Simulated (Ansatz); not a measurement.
# AlBrCl radical (SMILES [Cl][Al][Br]): a rigid scan of the angle Br3–Al2–Cl1

Aim: the energy along the angle Br3–Al2–Cl1, from CCSD(T) and from cheaper methods, relative to the minimum. No other atom is relaxed.

The runs use Ansatz 0.2.0, Gaussian basis; single points in def2-TZVPP.

Levels: PBE-D4, r2SCAN-D4, PBE0-D4, B3LYP-D4, wB97M-V, Hartree-Fock, MP2, CCSD, CCSD(T). The scan takes 94.9, 100.9, 106.9, 112.9, 118.9, 124.9, 130.9, 136.9, 142.9°.

Cores are frozen in the correlated methods. Filled d shells of the heavier atoms are correlated. Orbitals are unrestricted. B3LYP uses VWN-RPA correlation.

28 further runs of the same task are left out: 28 set aside as unsound or not needed.

### 1 Starting geometry

The minimum, relaxed at PBE0-D4: 3 atoms, charge 0, spin multiplicity 2.

Atoms are counted from 1 here; the program's logs count them from 0.

Bond lengths: Cl1–Al2 2.102 Å, Al2–Br3 2.266 Å. Angles: Cl1–Al2–Br3 118.9°.

Coordinates:

| atom | x (Å) | y (Å) | z (Å) |
| --- | --- | --- | --- |
| Cl1 | 0.4399 | 1.7611 | 0.4239 |
| Al2 | -0.6481 | 0.1313 | -0.3377 |
| Br3 | 0.1971 | -1.9572 | -0.0994 |

Energies of the minimum (eV), from earlier single points: PBE-D4 -89149.94642, r2SCAN-D4 -89167.35052, PBE0-D4 -89153.98294, B3LYP-D4 -89171.04230, wB97M-V -89164.23569, CCSD(T) -89104.47261.

At the minimum the angle Br3–Al2–Cl1 is 118.9°.

### 2 Br3–Al2–Cl1 = 94.9°

The input, ccsdt-tzvpp/in.yaml:

```yaml
crystal:
  periodic: [false, false, false]
  atoms:
    - {symbol: Cl, position_ang: [0.439923, 1.761088, 0.423897]}
    - {symbol: Al, position_ang: [-0.648060, 0.131347, -0.337653]}
    - {symbol: Br, position_ang: [0.859046, -1.429397, 0.315025]}
basis:
  gaussian: {orbitals: def2-TZVPP}
magnetization: {spin_polarized: true, initial_magnetization: 1}
correlation: {method: ccsd_t}
scf: {omitted_lower_state_checks: [cluster_reference]}
```

No record of the launch command was kept for these runs.

The runs that follow: Br3–Al2–Cl1 = 100.9°; Br3–Al2–Cl1 = 106.9°; Br3–Al2–Cl1 = 112.9°; Br3–Al2–Cl1 = 118.9°; Br3–Al2–Cl1 = 124.9°; Br3–Al2–Cl1 = 130.9°; Br3–Al2–Cl1 = 136.9°; Br3–Al2–Cl1 = 142.9°.

What does the calculation give? Wanted: highest point, CCSD(T); lowest point, CCSD(T); minimum along the scan, CCSD(T); RMS deviation from CCSD(T); largest T1 diagnostic.

**Answer**, as computed:

| quantity | value |
| --- | --- |
| highest point, CCSD(T) | 34.8 kJ/mol at 94.9° |
| lowest point, CCSD(T) | 0.0 kJ/mol at 118.9° |
| minimum along the scan, CCSD(T) | 119.3° |
| curvature there | 0.89 meV/deg² |
| RMS deviation from CCSD(T) | PBE-D4 1.8, r2SCAN-D4 0.8, PBE0-D4 1.3, B3LYP-D4 0.8, wB97M-V 1.6, Hartree-Fock 2.7, MP2 1.1, CCSD 0.3 kJ/mol |
| largest T1 diagnostic | 0.012 |

**Reading.** A polynomial through the near points puts the CCSD(T) minimum 0.4° above the PBE0-D4 value. Curvature against CCSD(T): PBE-D4 -13 %, Hartree-Fock +20 %. The curve of CCSD lies nearest to CCSD(T), that of Hartree-Fock farthest.
